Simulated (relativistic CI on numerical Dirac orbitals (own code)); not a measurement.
# Tc³⁺: one ion under different settings

Aim: see what numerical and physical settings do to the SCF, the total energy and the lowest levels of Tc³⁺.

Program: relativistic CI on numerical Dirac orbitals (own code) version 3. Level of theory: Dirac-Coulomb-Breit CI, KLI orbitals optimised for each configuration, model QED (radiative potential, 1s self-energy scaled to tabulated hydrogen-like ionisation energies), numerical settings as typed. These are calculated values, not measurements, unless marked.

**1. The system**

| Quantity | Value |
| --- | --- |
| ion | Tc³⁺ (Tc IV) |
| nuclear charge | 43 |
| electrons | 40 |
| isotope | A = 97 |

**2. Usual settings**

Input settings:

```ini
atom Tc  Z=43  charge=3  electrons=40
nucleus A=97  rms_radius_fm=4.4112
hamiltonian dirac-coulomb  breit=on  qed=on  c_scale=1
orbitals kli  potential=per-configuration
slater_scale 1
correlation none
mixing on
grid step=0.0125 r_max=50.3
scf mixing=0.4 start=green max_iterations=150 tolerance=2e-08 node_fill=0.05
configurations
  [Kr] 4d4
  [Kr] 4d3 5s
  [Kr] 4d3 5p
end
```

Command:

```bash
$ python run_levels.py task.json out
```

The settings of every run stand in task.json; they run in order.

**3. Grid step 0.008, potential mixing 0.2, tolerance 1e-10**

Settings: those of step 2 with these lines changed.

```diff
@@ -7,4 +7,4 @@
 mixing on
-grid step=0.0125 r_max=50.3
-scf mixing=0.4 start=green max_iterations=150 tolerance=2e-08 node_fill=0.05
+grid step=0.008 r_max=50.3
+scf mixing=0.2 start=green max_iterations=150 tolerance=1e-10 node_fill=0.05
 configurations
```

**4. Slater scale 1.2**

Input settings:

```ini
atom Tc  Z=43  charge=3  electrons=40
nucleus A=97  rms_radius_fm=4.4112
hamiltonian dirac-coulomb  breit=on  qed=on  c_scale=1
orbitals kli  potential=per-configuration
slater_scale 1.2
correlation none
mixing on
grid step=0.0125 r_max=50.3
scf mixing=0.4 start=green max_iterations=150 tolerance=2e-08 node_fill=0.05
configurations
  [Kr] 4d4
  [Kr] 4d3 5s
  [Kr] 4d3 5p
end
```

**5. Breit term off**

Settings: those of step 4 with these lines changed.

```diff
@@ -2,5 +2,5 @@
 nucleus A=97  rms_radius_fm=4.4112
-hamiltonian dirac-coulomb  breit=on  qed=on  c_scale=1
+hamiltonian dirac-coulomb  breit=off  qed=on  c_scale=1
 orbitals kli  potential=per-configuration
-slater_scale 1.2
+slater_scale 1
 correlation none
```

**6. Tolerance 1e-10**

Input settings:

```ini
atom Tc  Z=43  charge=3  electrons=40
nucleus A=97  rms_radius_fm=4.4112
hamiltonian dirac-coulomb  breit=on  qed=on  c_scale=1
orbitals kli  potential=per-configuration
slater_scale 1
correlation none
mixing on
grid step=0.0125 r_max=50.3
scf mixing=0.4 start=green max_iterations=150 tolerance=1e-10 node_fill=0.05
configurations
  [Kr] 4d4
  [Kr] 4d3 5s
  [Kr] 4d3 5p
end
```

**7. Slater scale 0**

Input settings:

```ini
atom Tc  Z=43  charge=3  electrons=40
nucleus A=97  rms_radius_fm=4.4112
hamiltonian dirac-coulomb  breit=on  qed=on  c_scale=1
orbitals kli  potential=per-configuration
slater_scale 0
correlation none
mixing on
grid step=0.0125 r_max=50.3
scf mixing=0.4 start=green max_iterations=58 tolerance=2e-08 node_fill=0.05
configurations
  [Kr] 4d4
  [Kr] 4d3 5s
  [Kr] 4d3 5p
end
```

(Steps that only read results are left out.)

What does the calculation give? Wanted: lowest level, usual settings; total energy; first excitation.

As calculated:

| setting | total energy less usual (Ha) | largest shift of a level among the lowest eight of both runs, same label and place (cm⁻¹) | SCF iterations | time | lowest level | kind of change |
| --- | --- | --- | --- | --- | --- | --- |
| usual | 0 | 0 | 33 | 0.21 s | 4d4 5D0 | - |
| grid step 0.008, potential mixing 0.2, tolerance 1e-10 | -6.94e-05 | 0 | 47 | 0.36 s | 4d4 5D0 | numerical |
| Slater scale 1.2 | -0.0237 | 3540 | 33 | 0.2 s | 4d4 5D0 | model term |
| Breit term off | -2.63 | 142 | 33 | 0.18 s | 4d4 5D0 | model term |
| tolerance 1e-10 | 0 | 0 | 39 | 0.21 s | 4d4 5D0 | numerical |
| Slater scale 0 | 0.102 | 14000 | 33 | 0.2 s | 4d4 [4d3/2^4] J=0 | unsound |

```
                    quantity          value
lowest level, usual settings        4d4 5D0
                total energy  -4278.1102 Ha
            first excitation     310.0 cm⁻¹
```

In words: Among the runs whose levels can be followed, they move most under «Slater scale 0» (unsound), by up to 14000 cm⁻¹. No visible change in the result comes from «tolerance 1e-10». Only the listed configurations are in the model. In a near-neutral ion this small CI can misplace whole configurations by 10,000 cm⁻¹ or more.
